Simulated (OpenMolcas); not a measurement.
# CH3BClFO (methoxychlorofluoroborane): levels of theory compared

Aim: a comparison of 6 runs (HF/cc-pVDZ, B3LYP/6-31G*, BHLYP/cc-pVDZ, M06-2X/cc-pVDZ, PBE/cc-pVDZ, SVWN5/cc-pVDZ) of CH3BClFO (methoxychlorofluoroborane). 

Program for the calculation: OpenMolcas 26.06.

**1. Starting point**

CH3BClFO: 8 atoms, total charge 0, spin state singlet. As SMILES, `COB(F)Cl`. The shape is that of a PBE0-D4/def2-TZVP optimisation. This is one conformer, not always the lowest.

Bond lengths: C1–O2 1.414 Å, O2–B3 1.333 Å, B3–F4 1.320 Å, B3–Cl5 1.765 Å, C1–H6 1.091 Å, C1–H7 1.090 Å, C1–H8 1.091 Å. Angles: C1–O2–B3 126.0°, O2–B3–F4 118.3°, O2–B3–Cl5 124.1°, F4–B3–Cl5 117.7°, O2–C1–H6 108.6°, O2–C1–H7 108.2°, O2–C1–H8 111.7°, H6–C1–H7 109.1°, H6–C1–H8 109.5°, H7–C1–H8 109.7°.

**2. Energy and gradient at HF/cc-pVDZ (run 1)**

File mol.inp:

```
&GATEWAY
  BASLIB=$CurrDir
  BASISSET
  C.cc-pVDZ....
  C1 0.662000 -0.415400 0.804600 angstrom
  End of Basis
  BASISSET
  O.cc-pVDZ....
  O2 -0.122300 -0.654500 -0.347500 angstrom
  End of Basis
  BASISSET
  B.cc-pVDZ....
  B3 -0.782400 0.264900 -1.051400 angstrom
  End of Basis
  BASISSET
  F.cc-pVDZ....
  F4 -1.466600 -0.129900 -2.108800 angstrom
  End of Basis
  BASISSET
  Cl.cc-pVDZ....
  Cl5 -0.801800 1.985600 -0.658500 angstrom
  End of Basis
  BASISSET
  H.cc-pVDZ....
  H6 1.700600 -0.658800 0.576000 angstrom
  H7 0.308900 -1.072800 1.599700 angstrom
  H8 0.593700 0.623700 1.130000 angstrom
  End of Basis

&SEWARD

&SCF
  THRESHOLDS=1e-10 1e-07 1e-07 1e-05
  PRORBITALS=1

&ALASKA
```

The basis set cc-pVDZ is read from a file made from the Basis Set Exchange's data (not shown).

Command:

```sh
export MOLCAS_MEM=1860
pymolcas mol.inp > mol.log
```

The log of the run:

```text
--- Start Module: gateway ---
[...]
--- Stop Module: gateway /rc=_RC_ALL_IS_WELL_ ---
[...]
      Basis functions           89
[...]
--- Start Module: scf ---
[...]
       Convergence after  13 Iterations
[...]
::    Total SCF energy                               -698.2698702863
[...]
      Total spin, S                                     0.0000000000
[...]
      Total electronic charge=   48.000000
      Total            charge=   -0.000000
[...]
      Dipole Moment (debye):
      Origin of the operator (angstrom)=   -0.5824    0.5554   -0.7004
                   X=  1.5682E+00               Y= -2.4680E-01               Z=  2.1332E+00           Total=  2.6591E+00
      Quadrupole Moment (debye*angstrom):
[...]
 *              Molecular gradients               *
 **************************************************
  Irreducible representation: a
 ------------------------------------------------------------------------------------------
                              X                       Y                       Z
 ------------------------------------------------------------------------------------------
  C1               -7.09320075172215E-04    6.06635898301455E-05   -1.00856843284358E-03
  O2                2.48092523586418E-03   -7.47771091257832E-03    1.50362066057474E-03
  B3               -4.12187421338805E-03    1.19090544355906E-02   -2.84379594592010E-03
  F4                1.99958686435409E-04   -1.13168460547453E-03   -1.85188383916568E-06
  CL5               1.27315416421725E-03   -5.54620773665349E-03    5.39052321389732E-04
  H6                1.79082737268210E-03   -3.06673750167796E-04   -1.00943727158243E-04
  H7               -3.81362190394197E-04   -9.70116329547022E-04    1.56929007585482E-03
  H8               -5.32308980303153E-04    3.46267530896771E-03    3.43196931852585E-04
[...]
```

It took 14 s on 1 thread of Intel Xeon Platinum 8259CL at 2.50GHz (Skylake/Cascade Lake), shared host; peak memory 0.49 GiB.

**3. Energy and forces at B3LYP/6-31G(d) (spherical functions) (run 2)**

File test.inp:

```
&gateway
baslib
$CurrDir
coord
8
angstrom
C        0.662000      -0.415400       0.804600
O       -0.122300      -0.654500      -0.347500
B       -0.782400       0.264900      -1.051400
F       -1.466600      -0.129900      -2.108800
Cl      -0.801800       1.985600      -0.658500
H        1.700600      -0.658800       0.576000
H        0.308900      -1.072800       1.599700
H        0.593700       0.623700       1.130000
basis
6-31Gs
group
NoSym
&seward
gridinput
Grid=UltraFine
End of Grid
&scf
ksdft
B3LYP
thresholds
1e-10 1e-07 1e-07 1e-05
prorbitals
0
&alaska
```

The basis set 6-31G* is read from a file made from the Basis Set Exchange's data (not shown).

Command:

```sh
export MOLCAS_MEM=1860
pymolcas test.inp > test.log
```

The log of the run:

```text
--- Start Module: gateway ---
[...]
--- Stop Module: gateway /rc=_RC_ALL_IS_WELL_ ---
[...]
      Basis functions           80
[...]
--- Start Module: scf ---
[...]
       Convergence after  14 Iterations
[...]
::    Total KS-DFT energy                            -700.1649929141
[...]
      Total spin, S                                     0.0000000000
[...]
      Total electronic charge=   48.000000
      Total            charge=   -0.000000
[...]
      Dipole Moment (debye):
      Origin of the operator (angstrom)=   -0.5824    0.5554   -0.7004
                   X=  1.4117E+00               Y= -5.5199E-01               Z=  1.8372E+00           Total=  2.3818E+00
      Quadrupole Moment (debye*angstrom):
[...]
 *              Molecular gradients               *
 **************************************************
  Irreducible representation: a
 ------------------------------------------------------------------------------------------
                              X                       Y                       Z
 ------------------------------------------------------------------------------------------
  C1               -2.48115821453165E-03   -6.37465080515875E-04   -3.83341561957096E-03
  O2                9.00746793625729E-04    3.35458561425561E-03    2.06065879032336E-03
  B3                5.42017850845455E-04    3.06499473465244E-03    1.56157795171807E-03
  F4                3.04569683431133E-03    1.64851079159245E-03    4.68308538845008E-03
  CL5               2.96435749091994E-04   -8.06486664272299E-03   -1.56234126216503E-03
  H6               -2.16843814854961E-03    5.13694355562699E-04    1.35929585094063E-04
  H7                4.26781146979471E-04    1.28373307145369E-03   -1.77442657075799E-03
  H8               -5.62082011781040E-04   -1.16318684430139E-03   -1.27106826314849E-03
[...]
```

Wall time 44 s (1 thread of Intel Xeon Platinum 8259CL at 2.50GHz (Skylake/Cascade Lake), shared host); peak memory 0.45 GiB.

Runs 3 to 4 aren't shown in full; the table further down has their settings and results.

**4. Energy and forces at PBE/cc-pVDZ (run 5)**

File mol.inp:

```
>>> EXPORT MOLCAS_PRINT=2
&GATEWAY
BasLib
$CurrDir
Coord
8
angstrom
C        0.662000      -0.415400       0.804600
O       -0.122300      -0.654500      -0.347500
B       -0.782400       0.264900      -1.051400
F       -1.466600      -0.129900      -2.108800
Cl      -0.801800       1.985600      -0.658500
H        1.700600      -0.658800       0.576000
H        0.308900      -1.072800       1.599700
H        0.593700       0.623700       1.130000
Basis
cc-pVDZ
Group
NoSym
&SEWARD
GridInput
Grid=UltraFine
End of Grid
&SCF
KSDFT
PBE
Thresholds
1e-10 1e-07 1e-07 1e-05
PrOrbitals
1 2
&ALASKA
```

The basis set cc-pVDZ is read from a file made from the Basis Set Exchange's data (not shown).

Command:

```sh
export MOLCAS_MEM=1860
pymolcas mol.inp > mol.log
```

The log of the run:

```text
--- Start Module: gateway ---
[...]
--- Stop Module: gateway /rc=_RC_ALL_IS_WELL_ ---
[...]
      Basis functions           89
[...]
--- Start Module: scf ---
[...]
       Convergence after  15 Iterations
[...]
::    Total KS-DFT energy                            -699.7269871171
[...]
      Total spin, S                                     0.0000000000
[...]
      Total electronic charge=   48.000000
      Total            charge=   -0.000000
[...]
      Dipole Moment (debye):
      Origin of the operator (angstrom)=   -0.5824    0.5554   -0.7004
                   X=  1.3618E+00               Y= -4.5801E-01               Z=  1.7819E+00           Total=  2.2889E+00
      Quadrupole Moment (debye*angstrom):
[...]
 *              Molecular gradients               *
 **************************************************
  Irreducible representation: a
 ------------------------------------------------------------------------------------------
                              X                       Y                       Z
 ------------------------------------------------------------------------------------------
  C1                2.07646430497643E-03   -1.10361891380939E-03    2.24947282934451E-03
  O2               -2.08206501141417E-03    1.37977310331987E-02    4.93429938244305E-04
  B3               -2.90050957601717E-03   -7.93489331819042E-03   -5.99076368439810E-03
  F4                1.05958191802387E-02    6.54116234867352E-03    1.64700258996859E-02
  CL5               1.35713742577259E-04   -1.01676643237916E-02   -2.33967334912233E-03
  H6               -1.11050443099439E-02    2.75632294111472E-03    1.74397346624233E-03
  H7                3.09480809125606E-03    6.99404799099490E-03   -8.66089964436823E-03
  H8                1.84813578282317E-04   -1.08830877580797E-02   -3.96556545559745E-03
[...]
```

It took 50 s on 1 thread of Intel Xeon Platinum 8259CL at 2.50GHz (Skylake/Cascade Lake), shared host; peak memory 0.49 GiB.

**5. Energy and forces at SVWN5/cc-pVDZ (run 6)**

File struct.xyz:

```xyz
8

C      0.662000    -0.415400     0.804600
O     -0.122300    -0.654500    -0.347500
B     -0.782400     0.264900    -1.051400
F     -1.466600    -0.129900    -2.108800
Cl    -0.801800     1.985600    -0.658500
H      1.700600    -0.658800     0.576000
H      0.308900    -1.072800     1.599700
H      0.593700     0.623700     1.130000
```

File calc.inp:

```
&GATEWAY
 BASLIB = $CurrDir
 COORD = struct.xyz
 BASIS = cc-pVDZ
 GROUP = NoSym

&SEWARD
 GRIDINPUT
 Grid=UltraFine
 End of Grid

&SCF
 KSDFT = SVWN5
 THRESHOLDS = 1e-10 1e-07 1e-07 1e-05
 PRORBITALS = 0

&ALASKA
```

The basis set cc-pVDZ is read from a file made from the Basis Set Exchange's data (not shown).

Command:

```sh
export MOLCAS_MEM=1860
pymolcas calc.inp > calc.log
```

The log of the run:

```text
--- Start Module: gateway ---
[...]
--- Stop Module: gateway /rc=_RC_ALL_IS_WELL_ ---
[...]
      Basis functions           89
[...]
--- Start Module: scf ---
[...]
       Convergence after  15 Iterations
[...]
::    Total KS-DFT energy                            -696.8849116582
[...]
      Total spin, S                                     0.0000000000
[...]
      Total electronic charge=   48.000000
      Total            charge=   -0.000000
[...]
      Dipole Moment (debye):
      Origin of the operator (angstrom)=   -0.5824    0.5554   -0.7004
                   X=  1.3992E+00               Y= -4.3032E-01               Z=  1.8373E+00           Total=  2.3492E+00
      Quadrupole Moment (debye*angstrom):
[...]
 *              Molecular gradients               *
 **************************************************
  Irreducible representation: a
 ------------------------------------------------------------------------------------------
                              X                       Y                       Z
 ------------------------------------------------------------------------------------------
  C1                1.03803827341897E-02    1.63054430909404E-03    1.46230230865951E-02
  O2               -2.68177503785827E-03    2.28544675685605E-03   -3.01877072160084E-03
  B3               -2.12794991113385E-03   -2.66740045969821E-03   -3.65224275821652E-03
  F4                2.91205564573715E-03    2.08382719003186E-03    4.59030839986596E-03
  CL5              -8.98592939311715E-04   -4.77597746940006E-04   -1.50347754463809E-03
  H6               -1.23850019485356E-02    3.08099438386056E-03    2.17478625562018E-03
  H7                3.64214287722819E-03    7.85664154222632E-03   -9.62080463941728E-03
  H8                1.15873857964860E-03   -1.37924559755618E-02   -3.59282207818401E-03
[...]
```

It took 39 s on 1 thread of Intel Xeon Platinum 8259CL at 2.50GHz (Skylake/Cascade Lake), shared host; peak memory 0.49 GiB.

**6. The series**

```
run                               level  integration grid  energy (Eh)  dipole moment (D)  HOMO energy (eV)  LUMO energy (eV)  wall time
  1                          HF/cc-pVDZ                 –  -698.269870               2.66            -12.86              4.75       14 s
  2  B3LYP/6-31G* (spherical functions)         UltraFine  -700.164993               2.38             -8.82              0.80       44 s
  3                       BHLYP/cc-pVDZ         UltraFine  -700.082875               2.52            -10.56              2.00       47 s
  4                      M06-2X/cc-pVDZ         UltraFine  -700.088667               2.47            -10.55              1.86       66 s
  5                         PBE/cc-pVDZ         UltraFine  -699.726987               2.29             -7.56             -0.15       50 s
  6                       SVWN5/cc-pVDZ         UltraFine  -696.884912               2.35             -7.68             -0.39       39 s
```

**7. Results**

| quantity | value |
| --- | --- |
| run 6: total energy | -696.88491 Eh |
| run 6: dipole moment | 2.35 D |
| run 6: HOMO energy | -7.68 eV |
| run 6: LUMO energy | -0.39 eV |
| run 6: HOMO–LUMO gap | 7.29 eV |
| run 6: largest force on an atom | 0.926 eV/Å |

What this shows: The dipole moment (its size) runs from 2.29 D (PBE/cc-pVDZ) to 2.66 D (HF/cc-pVDZ). The HOMO–LUMO gap runs from 7.29 eV (SVWN5/cc-pVDZ) to 17.61 eV (HF/cc-pVDZ). Exact exchange widens orbital gaps. Totals of different functionals can't be ranked against each other. All runs together took 4.3 min, the longest 66 s.
